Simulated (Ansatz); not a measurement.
# UPBE/def2-SVPD run of C2H2FSi (SMILES C#C[SiH]F)

What is the electronic atomisation energy of C2H2FSi at UPBE/def2-SVPD? 

The results are computed with Ansatz 0.2.0.

46 further runs of the same task are left out: 46 set aside as unsound or not needed.

### 1 The molecule

C2H2FSi: 6 atoms, total charge 0, spin state doublet. As SMILES, `C#C[SiH]F`. The coordinates come from a PBE0-D4/def2-TZVP relaxation.

Bond lengths: C1–C2 1.209 Å, C2–Si3 1.806 Å, Si3–F4 1.599 Å, C1–H5 1.066 Å, Si3–H6 1.485 Å. Angles: C1–C2–Si3 173.2°, C2–Si3–F4 109.8°, C2–C1–H5 179.1°, C2–Si3–H6 111.2°, F4–Si3–H6 108.3°.

### 2 The energy at UPBE/def2-SVPD

Input file molecule.yaml:

```yaml
crystal:
  periodic: [false, false, false]
  atoms:
    - {symbol: C, position_ang: [0.118100, -0.680000, -1.605700]}
    - {symbol: C, position_ang: [0.120400, -0.213700, -0.490100]}
    - {symbol: Si, position_ang: [0.338300, 0.466700, 1.168800]}
    - {symbol: F, position_ang: [-0.478000, -0.412300, 2.226800]}
    - {symbol: H, position_ang: [0.100300, -1.089200, -2.590300]}
    - {symbol: H, position_ang: [-0.157100, 1.864400, 1.244300]}
basis:
  gaussian:
    orbitals: def2-SVPD
magnetization:
  spin_polarized: true
  initial_magnetization: 1
hamiltonian:
  xc: {name: PBE}
accuracy: high
output: {orbitals: {seedname: orbitals}}
```

Command:

```sh
$ ansatz run molecule.yaml --threads 1 --pin off --max-ram 3480MiB --events-out events.jsonl --progress --plain --runs-dir runs
```

Log:

```text
Warning: RAYON_NUM_THREADS=1 ignored (pool sized by the plan → 1); use --threads N
Functional definition: PBE
  name "PBE"
  parameter kappa = 0.804
  parameter beta = 0.06672455060314922
  exchange = pbe_x(kappa = kappa, mu = beta*pi^2/3)
  correlation = pbe_c(beta = beta)
1967 factors; integrals over basis functions are off by at most 3.7e-9 eV
mean field evaluation 1: about -12674.3144 eV, gradient 4.2e1 eV
mean field evaluation 2: about -12611.4476 eV, gradient 1.0e2 eV
mean field evaluation 4: about -12680.8794 eV, gradient 2.4e1 eV
mean field evaluation 8: about -12683.9963 eV, gradient 8.2e-2 eV
mean field evaluation 16: about -12683.9944 eV, gradient 1.0e-4 eV
mean field -12683.99439211 eV, -466.1281963900 hartree, gradient 2.6e-8 eV, S^2 0.752716; 0 other end points of the search recorded, 0 dependent functions left out
reference -12683.99439603 eV, -466.1281965341 hartree; 19, 18 occupied and 84, 85 virtual orbitals, 1967 factors
Total energy: -12683.99439603 eV, -466.1281965341 hartree
```

Run time: 11 s. Hardware: 1 thread of Arm Neoverse V1, shared host; peak memory 0.3 GiB.

### 3 The C atom, same level

Input file in.yaml:

```yaml
crystal:
  periodic: [false, false, false]
  atoms:
    - {symbol: C, position_ang: [0.000000, 0.000000, 0.000000]}
basis:
  gaussian:
    orbitals: def2-SVPD
hamiltonian:
  xc: pbe
magnetization:
  spin_polarized: true
  initial_magnetization: 2
accuracy: high
```

Run the same way, it converges to -37.75219 Eh (log not shown).

### 4 The F atom, same level

Input file input.yaml:

```yaml
crystal:
  periodic: [false, false, false]
  atoms:
    - {symbol: F, position_ang: [0.000000, 0.000000, 0.000000]}
basis:
  gaussian:
    orbitals: def2-SVPD
accuracy: high
hamiltonian:
  xc: {name: PBE}
magnetization:
  spin_polarized: true
  initial_magnetization: 1
```

Run the same way, it converges to -99.55393 Eh (log not shown).

### 5 The H atom

Input file input.yaml:

```yaml
crystal:
  periodic: [false, false, false]
  atoms:
    - {symbol: H, position_ang: [0.000000, 0.000000, 0.000000]}
basis:
  gaussian:
    orbitals: def2-SVPD
magnetization:
  spin_polarized: true
  initial_magnetization: 1
hamiltonian:
  xc: {name: PBE}
accuracy: high
```

Run the same way, it converges to -0.49863 Eh (log not shown).

### 6 The Si atom, same level

Input file input.yaml:

```yaml
crystal:
  periodic: [false, false, false]
  atoms:
    - {symbol: Si, position_ang: [0.000000, 0.000000, 0.000000]}
basis:
  gaussian: {orbitals: def2-SVPD}
total_charge: 0
magnetization: {spin_polarized: true, initial_magnetization: 2}
hamiltonian: {xc: {name: PBE}}
accuracy: high
```

Command:

```sh
$ ansatz run input.yaml --threads 1 --pin off --max-ram 3480MiB --events-out events.jsonl --progress --plain --runs-dir runs
```

Log:

```text
Warning: RAYON_NUM_THREADS=1 ignored (pool sized by the plan → 1); use --threads N
[... 6 set-up lines as earlier in the session ...]
196 factors; integrals over basis functions are off by at most 2.6e-9 eV
mean field evaluation 1: about -7867.4248 eV, gradient 2.3e0 eV
mean field evaluation 2: about -7867.4890 eV, gradient 8.6e-1 eV
mean field evaluation 4: about -7867.4946 eV, gradient 1.9e-1 eV
mean field evaluation 8: about -7867.4949 eV, gradient 7.1e-5 eV
mean field evaluation 16: about -7867.3765 eV, gradient 2.9e0 eV
mean field evaluation 32: about -7867.4949 eV, gradient 9.1e-9 eV
mean field -7867.49491477 eV, -289.1251053383 hartree, gradient 9.1e-9 eV, S^2 2.003829; 1 other end points of the search recorded, 0 dependent functions left out
reference -7867.49491688 eV, -289.1251054158 hartree; 8, 6 occupied and 16, 18 virtual orbitals, 196 factors
Total energy: -7867.49491688 eV, -289.1251054158 hartree
```

Run time: 1.2 s. Hardware: 1 thread of Arm Neoverse V1, shared host.

### 7 Summary of results

Level: UPBE/def2-SVPD.

```
                                    quantity          value
                      molecule: total energy  -466.12820 Eh
molecule: HOMO energy (highest over α and β)       -5.32 eV
 molecule: LUMO energy (lowest over α and β)       -3.68 eV
                              molecule: ⟨S²⟩          0.753
                        C atom: total energy   -37.75219 Eh
                                C atom: ⟨S²⟩          2.003
                        F atom: total energy   -99.55393 Eh
                                F atom: ⟨S²⟩          0.751
                        H atom: total energy    -0.49863 Eh
                                H atom: ⟨S²⟩          0.750
                       Si atom: total energy  -289.12511 Eh
                               Si atom: ⟨S²⟩          2.004
               electronic atomisation energy      25.783 eV
```

In words: Taking the molecule apart into free atoms costs 25.78 eV (595 kcal/mol), before zero-point energy and without spin-orbit coupling.
